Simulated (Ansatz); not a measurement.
Crystal: NaLaMnMoO6.

```
Na La Mn Mo O
1.0
     4.72242   -2.73688    0.00204
     4.72242    2.73688    0.00204
    -3.17796    0.00000    4.47000
Na La Mn Mo O
1 1 1 1 6
Direct
  0.25021 0.25021 0.74459
  0.75117 0.75117 0.25707
  0.49918 0.49918 0.49917
  0.00110 0.00110 0.00114
  0.28503 0.78106 0.28520
  0.78106 0.28503 0.28520
  0.25187 0.25187 0.18775
  0.74777 0.74777 0.81124
  0.21883 0.71407 0.71525
  0.71407 0.21883 0.71525
```

The cell was built by a generator and needn't be a form met in nature.

* Program: Ansatz 0.2.0
* Task: relaxation of cell and atoms
* Functional: PBEsol
* Potentials or basis: Ansatz PAW
* Cutoff: 420 eV (not typed: the program's choice for these potentials)
* k mesh: 5 × 5 × 5
* Occupations: fermi-dirac, width 0.05 eV
* Spin: collinear spin, ferromagnetic start
* Starting moments: [0.0, 0.0, 4.0, 1.0, 0.0, 0.0, 0.0, 0.0, 0.0, 0.0] μB

At the start: volume 11.56 Å³/atom.

**Question.** How do energy, volume and symmetry change on relaxing?

**Answer.** It ends after 14 steps and the volume is 11.08 Å³/atom (-4.1 %); space group Cm (No. 8, to 0.05 Å); moment 1.25 μB per cell.

Step by step:
```csv
step,energy change (eV),largest force (eV/Å),volume (Å³)
1,0.0000,0.2720,115.58
2,-0.0778,0.1665,112.28
3,-0.0823,0.1162,112.12
4,-0.0901,0.0681,111.37
5,-0.0936,0.0803,111.16
6,-0.0981,0.1023,110.79
7,-0.1010,0.1399,110.74
8,-0.1005,0.0538,111.06
9,-0.1015,0.0122,110.89
10,-0.1014,0.0088,110.93
11,-0.0854,0.0090,110.93
12,-0.0862,0.0029,110.77
13,-0.0861,0.0012,110.79
14,-0.0855,0.0012,110.79
```

Final structure:
```
CELL_PARAMETERS angstrom
4.65722 -2.69690 0.00218
4.65722 2.69690 0.00218
-3.13392 0.00000 4.40891
ATOMIC_POSITIONS crystal
Na 0.24992 0.24992 0.74566
La 0.75109 0.75109 0.25519
Mn 0.49924 0.49924 0.49908
Mo 0.00087 0.00087 0.00083
O 0.28137 0.77613 0.28325
O 0.77613 0.28137 0.28325
O 0.25350 0.25350 0.19622
O 0.74642 0.74642 0.80132
O 0.22514 0.71661 0.71853
O 0.71661 0.22514 0.71853
```

Caveat: the plane-wave basis is chosen anew once the cell has moved, so the energies of steps on either side of that aren't comparable; the pressure holds a Pulay correction of +0.7 GPa for the finite cutoff; a cell with one magnetic atom can't hold antiferromagnetic order, which such compounds often take; the PAW data sets come from PBE, with cores solved anew for the run's functional, which leaves a small shift of forces and pressure; the starting moments weren't kept.
